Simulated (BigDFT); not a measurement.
Here is a BigDFT 1.9.6 calculation.

The input input.yaml:

```yaml
dft:
  hgrids: 0.31
  rmult: [6.0, 8.0]
  ixc: PBE
  gnrm_cv: 3.e-05
  ncong: 6
  idsx: 6
  itermax: 80
  nrepmax: 2
  norbv: 5
  nvirt: 2
  itermax_virt: 30
  gnrm_cv_virt: 0.001
  output_denspot: 22
posinp:
  units: atomic
  positions:
  - {O: [8.528333925, 8.543451753, 8.840516775]}
  - {Zr: [8.528333925, 8.543451753, 12.07497201]}
```

Potentials or basis: GTH-PBE (O q6, Zr q12).

Run with:

```console
$ OMP_NUM_THREADS=1 bigdft  # reads input.yaml, psppar.O, psppar.Zr
```

Question: Predict the lowest empty level.

Answer: -4.34 eV.

Question: Predict the largest force.

Answer: 0.090 eV/Å.

Forces on the atoms (eV/Å):
```
O    0.000  0.000 -0.090
Zr   0.000  0.000  0.090
```

Caveat: the noise in the forces, which the program reports and removes, is over 0.05 eV/Å, so forces are rough.
